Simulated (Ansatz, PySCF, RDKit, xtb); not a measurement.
# C4H8GeSe: ranking a sample of isomers

A sample of isomers of C4H8GeSe is drawn. Aim: find which of them has the lowest free energy at 298.15 K, then its properties. The sample is small against all isomers, and the most stable one of this formula need not be in it.

Plan: many cheap relaxations first (GFN2-xTB), then density-functional screening, relaxation at PBE-D3(BJ)/def2-SVP, vibrations (at GFN2-xTB) and a final energy. The numbers are computed, not measured.

### Step 1. Drawing up candidates

Isomers were taken from a list of plausible structures; this is a sample, not all of them. That gives 5 candidates.

```csv
label,SMILES,spin
c174,C1=C[Se][GeH2][CH2]C1,singlet
c450,C[C]1=C[CH2][Ge@@H]1[SeH],singlet
c497,[GeH3][C@@H]1C=CC[Se]1,singlet
c682,C1=[CH][GeH2][Se]CC1,singlet
c805,[SeH][GeH2][C@H]1[C@@H]2C[C@@H]21,singlet
```

Candidates are built by distance geometry, with a force field where one applies, in up to four conformers (letters a to d).

### Step 2. Search with GFN2-xTB

All 6 starts are relaxed the same way. One of them, c805a (taken from a list of plausible isomers, embedded by distance geometry and UFF), in full:

Contents of start.xyz:

```xyz
14
c805a
C     -2.008610    -1.789665    -0.740566
C     -1.962068    -0.225042    -0.623481
C     -2.406532     0.420315    -1.956807
C     -1.733526    -0.949638    -2.009445
Ge    -0.411678    -2.664286    -0.013598
Se    -0.083407    -4.655384    -1.139058
H      0.040131    -3.854973    -2.545324
H     -0.718762    -2.993278     1.510915
H      0.777548    -1.787862    -0.141826
H     -3.051640    -2.176731    -0.673955
H     -0.970624     0.173793    -0.258442
H     -1.810805     1.241305    -2.298769
H     -3.487092     0.331163    -2.088297
H     -0.676120    -0.885155    -2.287087
```

Started as:

```console
$ xtb start.xyz --gfn 2 --opt
```

The log of the run, cut to the lines that bear on the results:

```text
* xtb version 6.7.1
[...]
          :  # basis functions                  44          :
[...]
          :  # electrons                        34          :
[...]
          :  Hamiltonian                  GFN2-xTB          :
[...]
          :  net charge                          0          :
          :  unpaired electrons                  0          :
[...]
   *** convergence criteria satisfied after 13 iterations ***
[...]
   *** GEOMETRY OPTIMIZATION CONVERGED AFTER 22 ITERATIONS ***
[...]
   *** convergence criteria satisfied after 3 iterations ***
[...]
         ::                     SUMMARY                     ::
         :::::::::::::::::::::::::::::::::::::::::::::::::::::
         :: total energy             -17.680411535592 Eh    ::
         :: gradient norm              0.000426196181 Eh/a0 ::
         :: HOMO-LUMO gap              4.493771883373 eV    ::
         ::.................................................::
         :: SCC energy               -17.885640819086 Eh    ::
         :: -> isotropic ES            0.000541265901 Eh    ::
         :: -> anisotropic ES          0.001130916456 Eh    ::
         :: -> anisotropic XC          0.008227104945 Eh    ::
         :: -> dispersion             -0.009831823921 Eh    ::
         :: repulsion energy           0.205229283494 Eh    ::
         :: add. restraining           0.000000000000 Eh    ::
         :: total charge               0.000000000000 e     ::
         :::::::::::::::::::::::::::::::::::::::::::::::::::::
[...]
        17        2.0000           -0.3811353             -10.3712 (HOMO)
        18                         -0.2159923              -5.8774 (LUMO)
[...]
          | TOTAL ENERGY              -17.680411535592 Eh   |
          | GRADIENT NORM               0.000426196181 Eh/α |
          | HOMO-LUMO GAP               4.493771883373 eV   |
           -------------------------------------------------
[...]
```

Run time: 0.11 s. Hardware: 4 threads of Arm Neoverse V2, shared host.

### Step 3. Distinct minima at GFN2-xTB

6 of the 6 relaxations converged. 6 distinct structures remain:

```
label  start                       SMILES after     spin  energy (kcal/mol)
c174a  drawn              C1=C[Se][GeH2][CH2]C1  singlet                0.0
c682a  drawn               C1=[CH][GeH2][Se]CC1  singlet                2.3
c450a  drawn          C[C]1=C[CH2][Ge@@H]1[SeH]  singlet               18.6
c497a  drawn             [GeH3][C@@H]1C=CC[Se]1  singlet               21.9
c805a  drawn  [SeH][GeH2][C@H]1[C@@H]2C[C@@H]21  singlet               31.3
c805b  drawn  [SeH][GeH2][C@H]1[C@@H]2C[C@@H]21  singlet               31.8
```

### Step 4. Screening with a density functional

A choice of the minima (the low ones first, few conformers of a pattern, up to a cap) and the lowest that fell apart get a single point at r2SCAN-D4/def2-SVP on the tight-binding geometry, and one at HF/STO-3G for comparison. The lowest singlets are also tried as triplets at the same geometry (label ending in t). The first, c174a:

Contents of input.yaml:

```yaml
crystal:
  periodic: [false, false, false]
  atoms:
    - {symbol: C, position_ang: [0.460023, -1.230293, -1.235508]}
    - {symbol: C, position_ang: [-0.208453, -1.849904, -0.274043]}
    - {symbol: C, position_ang: [0.569521, 1.185342, -0.580184]}
    - {symbol: C, position_ang: [0.217747, 0.178324, -1.681483]}
    - {symbol: Ge, position_ang: [-0.726285, 1.038352, 0.922350]}
    - {symbol: Se, position_ang: [-1.639802, -1.106628, 0.757893]}
    - {symbol: H, position_ang: [1.258881, -1.766445, -1.732081]}
    - {symbol: H, position_ang: [0.003513, -2.874837, -0.005878]}
    - {symbol: H, position_ang: [-1.851245, 2.047350, 0.816870]}
    - {symbol: H, position_ang: [-0.084989, 1.264623, 2.277640]}
    - {symbol: H, position_ang: [1.582874, 1.003636, -0.219968]}
    - {symbol: H, position_ang: [0.538178, 2.197201, -0.983547]}
    - {symbol: H, position_ang: [0.804456, 0.387817, -2.577594]}
    - {symbol: H, position_ang: [-0.842388, 0.294071, -1.937377]}
basis:
  gaussian:
    orbitals: def2-SVP
hamiltonian:
  xc: {name: r2SCAN}
  dispersion: d4
scf:
  lower_state_search: off
```

Started as:

```console
$ ansatz run input.yaml --threads 4 --pin off --max-ram 7830MiB --events-out events.jsonl --progress --plain --runs-dir runs
```

The log of the run, cut to the lines that bear on the results:

```text
Warning: RAYON_NUM_THREADS=4 ignored (pool sized by the plan → 4); use --threads N
Functional definition: r2SCAN
  name "r2SCAN"
[...]
1793 factors; their error is unknown
[...]
mean field -126125.36055253 eV, -4635.0215094657 hartree, gradient 3.2e-6 eV, S^2 0.000000; 0 other end points of the search recorded, 0 dependent functions left out
reference -126125.36056384 eV, -4635.0215098812 hartree; 49, 49 occupied and 111, 111 virtual orbitals, 1793 factors
Total energy: -126125.46653963 eV, -4635.0254044197 hartree
Checks for a lower state left out: stability, starts, cluster_reference, orbital_swaps, neighbouring_geometries, increment
```

Wall time 1.9 s (4 threads of Arm Neoverse V2, shared host); peak memory 0.26 GiB.

Relative energies in kcal/mol, each column from its lowest structure that stays in one piece:

```
 label                     SMILES     spin  GFN2-xTB  HF/STO-3G  r2SCAN-D4/def2-SVP
 c174a      C1=C[Se][GeH2][CH2]C1  singlet       0.0        0.0                 0.0
 c682a       C1=[CH][GeH2][Se]CC1  singlet       2.3        1.7                 2.6
 c450a  C[C]1=C[CH2][Ge@@H]1[SeH]  singlet      18.6       29.1                14.5
 c497a     [GeH3][C@@H]1C=CC[Se]1  singlet      21.9       23.3                22.8
c174at      C1=C[Se][GeH2][CH2]C1  triplet         –          –                86.8
c682at       C1=[CH][GeH2][Se]CC1  triplet         –          –                94.7
c450at  C[C]1=C[CH2][Ge@@H]1[SeH]  triplet         –          –               105.5
```

### Step 5. Refinement at PBE-D3(BJ)/def2-SVP

3 candidates are relaxed at PBE-D3(BJ)/def2-SVP (chosen among the lowest in one piece). The first, c174a:

input.yaml, as its differences from that of step 4:

```diff
@@ -20,6 +20,9 @@
     orbitals: def2-SVP
+total_charge: 0
 hamiltonian:
-  xc: {name: r2SCAN}
-  dispersion: d4
+  xc: pbe
+  dispersion: d3bj
 scf:
-  lower_state_search: off
+  lower_state_search: "off"
+relax:
+  f_tol: 0.006
```

Started as:

```console
$ ansatz run input.yaml --threads 4 --pin off --max-ram 7830MiB --events-out events.jsonl --progress --plain --runs-dir runs
```

The log of the run, cut to the lines that bear on the results:

```text
Warning: RAYON_NUM_THREADS=4 ignored (pool sized by the plan → 4); use --threads N
[...]
Functional definition: PBE
  name "PBE"
[...]
1793 factors; their error is unknown
[...]
mean field -126103.92123155 eV, -4634.2336289518 hartree, gradient 6.8e-6 eV, S^2 0.000000; 0 other end points of the search recorded, 0 dependent functions left out
[...]
reference -126103.92126981 eV, -4634.2336303576 hartree; 49, 49 occupied and 111, 111 virtual orbitals, 1793 factors
[...]
Atom 10 at     1.559504     1.167088    -0.244063 Å, force    -0.000182     0.000111    -0.000217 eV/Å
Atom 11 at     0.379138     2.253725    -1.038529 Å, force     0.000501     0.000776     0.000027 eV/Å
Atom 12 at     0.883522     0.361310    -2.582983 Å, force     0.000050    -0.000124     0.000228 eV/Å
Atom 13 at    -0.809165     0.249303    -2.027315 Å, force     0.000010    -0.000015     0.000229 eV/Å
Dipole moment:     0.305576     0.195066    -0.182468 e Å
Checks for a lower state left out: stability, starts, cluster_reference, orbital_swaps, neighbouring_geometries, increment
```

It took 22 s on 4 threads of Arm Neoverse V2, shared host; peak memory 0.26 GiB.

Energy change by step (eV): 0.0000, -0.1164, -0.1207, -0.1248, -0.1243, -0.1256, -0.1259, -0.1264, -0.1270, -0.1278, -0.1281, -0.1284, -0.1286, -0.1285, -0.1286, -0.1286.

After the run. Bond lengths: C1–C2 1.351 Å, C1–C4 1.506 Å, C3–C4 1.546 Å, C3–Ge5 1.981 Å, C2–Se6 1.922 Å, Ge5–Se6 2.392 Å, C1–H7 1.104 Å, C2–H8 1.102 Å, Ge5–H9 1.554 Å, Ge5–H10 1.555 Å, C3–H11 1.109 Å, C3–H12 1.110 Å, C4–H13 1.109 Å, C4–H14 1.115 Å. Some angles: C1–C2–Se6 124.7°, C2–C1–C4 124.6°, C1–C4–C3 113.6°, C4–C3–Ge5 111.9°, C3–Ge5–Se6 105.1°, C2–Se6–Ge5 94.4°, C1–C2–H8 121.5°, Se6–C2–H8 113.8°, C2–C1–H7 117.3°, C4–C1–H7 118.1°.

### Step 6. Ranking at PBE-D3(BJ)/def2-SVP

| label | spin | r2SCAN-D4/def2-SVP (kcal/mol) | PBE-D3(BJ)/def2-SVP, relaxed (kcal/mol) | time |
| --- | --- | --- | --- | --- |
| c174a | singlet | 0.0 | 0.0 | 22 s |
| c682a | singlet | 2.6 | 1.9 | 28 s |
| c450a | singlet | 14.5 | 10.7 | 46 s |

c174a: Bond lengths: C1–C2 1.351 Å, C1–C4 1.506 Å, C3–C4 1.546 Å, C3–Ge5 1.981 Å, C2–Se6 1.922 Å, Ge5–Se6 2.392 Å, C1–H7 1.104 Å, C2–H8 1.102 Å, Ge5–H9 1.554 Å, Ge5–H10 1.555 Å, C3–H11 1.109 Å, C3–H12 1.110 Å, C4–H13 1.109 Å, C4–H14 1.115 Å. Some angles: C1–C2–Se6 124.7°, C2–C1–C4 124.6°, C1–C4–C3 113.6°, C4–C3–Ge5 111.9°, C3–Ge5–Se6 105.1°, C2–Se6–Ge5 94.4°, C1–C2–H8 121.5°, Se6–C2–H8 113.8°, C2–C1–H7 117.3°, C4–C1–H7 118.1°.

c682a: Bond lengths: C1–C2 1.351 Å, C1–C4 1.510 Å, C3–C4 1.525 Å, C2–Ge5 1.949 Å, C3–Se6 1.994 Å, Ge5–Se6 2.366 Å, C1–H7 1.107 Å, C2–H8 1.105 Å, Ge5–H9 1.559 Å, Ge5–H10 1.553 Å, C3–H11 1.109 Å, C3–H12 1.107 Å, C4–H13 1.114 Å, C4–H14 1.115 Å. Some angles: C1–C2–Ge5 125.6°, C2–C1–C4 128.9°, C1–C4–C3 118.1°, C4–C3–Se6 115.3°, C2–Ge5–Se6 104.7°, C3–Se6–Ge5 91.1°, C1–C2–H8 117.7°, Ge5–C2–H8 116.5°, C2–C1–H7 117.5°, C4–C1–H7 113.6°.

c450a: Bond lengths: C1–C2 1.490 Å, C2–C3 1.362 Å, C3–C4 1.519 Å, C2–Ge5 1.970 Å, C4–Ge5 2.011 Å, Ge5–Se6 2.387 Å, C1–H7 1.111 Å, C1–H8 1.111 Å, C1–H9 1.110 Å, C3–H10 1.110 Å, C4–H11 1.110 Å, C4–H12 1.110 Å, Ge5–H13 1.558 Å, Se6–H14 1.485 Å. Some angles: C1–C2–C3 130.7°, C1–C2–Ge5 138.6°, C3–C2–Ge5 90.7°, C2–C3–C4 111.1°, C3–C4–Ge5 84.8°, C2–Ge5–C4 73.4°, C2–Ge5–Se6 116.3°, C4–Ge5–Se6 118.8°, C2–C1–H7 111.0°, C2–C1–H8 111.3°.

### Step 7. Vibrations and thermal terms

The lowest few in one piece go on as finalists. In this search the thermal terms come from GFN2-xTB at its own nearest minimum. The first, c174a:

Contents of start.xyz:

```xyz
14
c174a
C      0.483617    -1.247231    -1.209588
C     -0.257346    -1.865516    -0.264442
C      0.517884     1.236200    -0.618106
C      0.250974     0.159618    -1.694415
Ge    -0.699216     1.046804     0.933380
Se    -1.759089    -1.076948     0.639575
H      1.332253    -1.810149    -1.636533
H     -0.043663    -2.899784     0.048849
H     -1.827728     2.114756     0.958133
H      0.071345     1.079433     2.283127
H      1.559504     1.167088    -0.244063
H      0.379138     2.253725    -1.038529
H      0.883522     0.361310    -2.582983
H     -0.809165     0.249303    -2.027315
```

Started as:

```console
$ xtb start.xyz --gfn 2 --ohess tight
```

The log of the run, cut to the lines that bear on the results:

```text
[...]
         ::                     SUMMARY                     ::
         :::::::::::::::::::::::::::::::::::::::::::::::::::::
         :: total energy             -17.730281119193 Eh    ::
         :: gradient norm              0.000075017278 Eh/a0 ::
         :: HOMO-LUMO gap              3.707906558654 eV    ::
         ::.................................................::
         :: SCC energy               -17.939265976603 Eh    ::
         :: -> isotropic ES           -0.000370617593 Eh    ::
         :: -> anisotropic ES          0.002047103865 Eh    ::
         :: -> anisotropic XC          0.009100394688 Eh    ::
         :: -> dispersion             -0.011901478207 Eh    ::
         :: repulsion energy           0.208984857411 Eh    ::
         :: add. restraining           0.000000000000 Eh    ::
         :: total charge              -0.000000000000 e     ::
         :::::::::::::::::::::::::::::::::::::::::::::::::::::
[...]
          | TOTAL ENERGY              -17.730281119196 Eh   |
          | TOTAL ENTHALPY            -17.620489436553 Eh   |
          | TOTAL FREE ENERGY         -17.662679985563 Eh   |
          | GRADIENT NORM               0.000075033418 Eh/α |
[...]
```

Wall time 0.22 s (4 threads of Arm Neoverse V2, shared host).

### Step 8. Thermal terms of the finalists

As xtb prints them, at 298.15 K, with its own treatment of low modes:

| label | SMILES | spin | lowest mode (cm⁻¹) | zero-point (kcal/mol) | G − E (kcal/mol) |
| --- | --- | --- | --- | --- | --- |
| c174a | C1=C[Se][GeH2][CH2]C1 | singlet | 43 | 63.4 | 42.4 |
| c682a | C1=[CH][GeH2][Se]CC1 | singlet | 53 | 63.4 | 42.4 |
| c450a | C[C]1=C[CH2][Ge@@H]1[SeH] | singlet | 21i | 61.1 | 39.1 |

c450a keeps an imaginary mode, a small one that points to a nearly free motion; the harmonic terms are rough for it.

### Step 9. Energies at the top level

Each finalist gets a single point at CCSD(T)/def2-SVP + MP2/def2-TZVPP - MP2/def2-SVP.

c174a, CCSD(T)/def2-SVP:

Contents of input.yaml:

```yaml
crystal:
  periodic: [false, false, false]
  atoms:
    - symbol: C
      position_ang: [0.483617, -1.247231, -1.209588]
    - symbol: C
      position_ang: [-0.257346, -1.865516, -0.264442]
    - symbol: C
      position_ang: [0.517884, 1.236200, -0.618106]
    - symbol: C
      position_ang: [0.250974, 0.159618, -1.694415]
    - symbol: Ge
      position_ang: [-0.699216, 1.046804, 0.933380]
    - symbol: Se
      position_ang: [-1.759089, -1.076948, 0.639575]
    - symbol: H
      position_ang: [1.332253, -1.810149, -1.636533]
    - symbol: H
      position_ang: [-0.043663, -2.899784, 0.048849]
    - symbol: H
      position_ang: [-1.827728, 2.114756, 0.958133]
    - symbol: H
      position_ang: [0.071345, 1.079433, 2.283127]
    - symbol: H
      position_ang: [1.559504, 1.167088, -0.244063]
    - symbol: H
      position_ang: [0.379138, 2.253725, -1.038529]
    - symbol: H
      position_ang: [0.883522, 0.361310, -2.582983]
    - symbol: H
      position_ang: [-0.809165, 0.249303, -2.027315]
basis:
  gaussian:
    orbitals: def2-SVP
correlation:
  method: ccsd_t
  frozen_orbitals: {Se: 9, C: 1, Ge: 9, H: 0}
```

Started as:

```console
$ ansatz run input.yaml --threads 4 --pin off --max-ram 7830MiB --events-out events.jsonl --progress --plain --runs-dir runs
```

The log of the run, cut to the lines that bear on the results:

```text
Warning: RAYON_NUM_THREADS=4 ignored (pool sized by the plan → 4); use --threads N
Functional definition: HF
  name "HF"
[...]
1625 factors; integrals over basis functions are off by at most 1.4e-3 eV
[...]
mean field -126006.75185925 eV, -4630.6627203833 hartree, gradient 3.2e-6 eV, S^2 0.000000; 0 other end points of the search recorded, 0 dependent functions left out; unrestricted orbitals would lower it
22 core orbitals not correlated: weight in the atoms' cores, before any rotation towards them, 1.000 or more for the frozen orbitals, at most 0.000 for the correlated occupied ones
reference -126006.75185925 eV, -4630.6627203833 hartree; 27, 27 occupied and 111, 111 virtual orbitals, 1625 factors
second order -27.56413704 eV of doubles, -0.00000000 eV of singles
cycle   1  -27.80336034 eV  change   -2.4e-1 eV  update   1.2e-1
[...]
cycle   9  -28.75961324 eV  change    1.4e-5 eV  update   3.9e-5
perturbative correction -1.01986839 eV, -0.0374794721 hartree
Total energy: -126036.53134087 eV, -4631.7570961478 hartree
```

Wall time 46 s (4 threads of Arm Neoverse V2, shared host); peak memory 1.6 GiB.

### Step 10. c174a at MP2/def2-TZVPP

Contents of input.yaml:

```yaml
crystal:
  periodic: [false, false, false]
  atoms:
    - {symbol: C, position_ang: [0.483617, -1.247231, -1.209588]}
    - {symbol: C, position_ang: [-0.257346, -1.865516, -0.264442]}
    - {symbol: C, position_ang: [0.517884, 1.236200, -0.618106]}
    - {symbol: C, position_ang: [0.250974, 0.159618, -1.694415]}
    - {symbol: Ge, position_ang: [-0.699216, 1.046804, 0.933380]}
    - {symbol: Se, position_ang: [-1.759089, -1.076948, 0.639575]}
    - {symbol: H, position_ang: [1.332253, -1.810149, -1.636533]}
    - {symbol: H, position_ang: [-0.043663, -2.899784, 0.048849]}
    - {symbol: H, position_ang: [-1.827728, 2.114756, 0.958133]}
    - {symbol: H, position_ang: [0.071345, 1.079433, 2.283127]}
    - {symbol: H, position_ang: [1.559504, 1.167088, -0.244063]}
    - {symbol: H, position_ang: [0.379138, 2.253725, -1.038529]}
    - {symbol: H, position_ang: [0.883522, 0.361310, -2.582983]}
    - {symbol: H, position_ang: [-0.809165, 0.249303, -2.027315]}
basis:
  gaussian:
    orbitals: def2-TZVPP
total_charge: 0
correlation:
  method: mp2
  frozen_orbitals: {Se: 9, C: 1, Ge: 9, H: 0}
```

Started as:

```console
$ ansatz run input.yaml --threads 4 --pin off --max-ram 7830MiB --events-out events.jsonl --progress --plain --runs-dir runs
```

The log of the run, cut to the lines that bear on the results:

```text
Warning: RAYON_NUM_THREADS=4 ignored (pool sized by the plan → 4); use --threads N
[... 2 set-up lines as earlier in the session ...]
[...]
2027 factors; integrals over basis functions are off by at most 1.0e-3 eV
[...]
mean field -126026.65998065 eV, -4631.3943303505 hartree, gradient 1.6e-6 eV, S^2 0.000000; 0 other end points of the search recorded, 0 dependent functions left out; unrestricted orbitals would lower it
22 core orbitals not correlated: weight in the atoms' cores, before any rotation towards them, 1.000 or more for the frozen orbitals, at most 0.000 for the correlated occupied ones
reference -126026.65998065 eV, -4631.3943303505 hartree; 27, 27 occupied and 283, 283 virtual orbitals, 2027 factors
second order -32.51183382 eV of doubles, -0.00000000 eV of singles
Total energy: -126059.17181447 eV, -4632.5891182063 hartree
```

Wall time 10 s (4 threads of Arm Neoverse V2, shared host); peak memory 1.3 GiB.

### Step 11. c682a at CCSD(T)/def2-SVP

Contents of input.yaml:

```yaml
crystal:
  periodic: [false, false, false]
  atoms:
    - {symbol: C, position_ang: [-0.062934, -1.189862, -1.054217]}
    - {symbol: C, position_ang: [-0.585332, -0.231819, -1.850021]}
    - {symbol: C, position_ang: [0.927690, 0.313448, 0.825145]}
    - {symbol: C, position_ang: [0.484198, -1.065069, 0.347213]}
    - {symbol: Ge, position_ang: [-0.921365, 1.616547, -1.329333]}
    - {symbol: Se, position_ang: [-0.530022, 1.661733, 1.003628]}
    - {symbol: H, position_ang: [-0.021378, -2.221047, -1.455259]}
    - {symbol: H, position_ang: [-0.921722, -0.529326, -2.859418]}
    - {symbol: H, position_ang: [-0.001965, 2.610748, -2.100875]}
    - {symbol: H, position_ang: [-2.401363, 2.001572, -1.597116]}
    - {symbol: H, position_ang: [1.706604, 0.736559, 0.159101]}
    - {symbol: H, position_ang: [1.359651, 0.247835, 1.842334]}
    - {symbol: H, position_ang: [1.362918, -1.746032, 0.423453]}
    - {symbol: H, position_ang: [-0.264302, -1.486561, 1.058166]}
basis:
  gaussian:
    orbitals: def2-SVP
correlation:
  method: ccsd_t
  frozen_orbitals: {Se: 9, C: 1, Ge: 9, H: 0}
```

Started as:

```console
$ ansatz run input.yaml --threads 4 --pin off --max-ram 7830MiB --events-out events.jsonl --progress --plain --runs-dir runs
```

The log of the run, cut to the lines that bear on the results:

```text
Warning: RAYON_NUM_THREADS=4 ignored (pool sized by the plan → 4); use --threads N
[... 2 set-up lines as earlier in the session ...]
[...]
1624 factors; integrals over basis functions are off by at most 1.3e-3 eV
[...]
mean field -126006.80251524 eV, -4630.6645819568 hartree, gradient 2.2e-6 eV, S^2 0.000000; 0 other end points of the search recorded, 0 dependent functions left out; unrestricted orbitals would lower it
22 core orbitals not correlated: weight in the atoms' cores, before any rotation towards them, 1.000 or more for the frozen orbitals, at most 0.000 for the correlated occupied ones
reference -126006.80251524 eV, -4630.6645819568 hartree; 27, 27 occupied and 111, 111 virtual orbitals, 1624 factors
second order -27.44553957 eV of doubles, -0.00000000 eV of singles
cycle   1  -27.73259360 eV  change   -2.9e-1 eV  update   1.2e-1
[...]
cycle   8  -28.68423433 eV  change   -2.4e-5 eV  update   5.1e-5
perturbative correction -1.00581280 eV, -0.0369629386 hartree
Total energy: -126036.49256237 eV, -4631.7556710640 hartree
```

Wall time 44 s (4 threads of Arm Neoverse V2, shared host); peak memory 1.6 GiB.

For c174a, c682a the log finds that unrestricted Hartree-Fock orbitals lie lower, a sign to watch the closed-shell reference there.

[end of part 1 of 2]
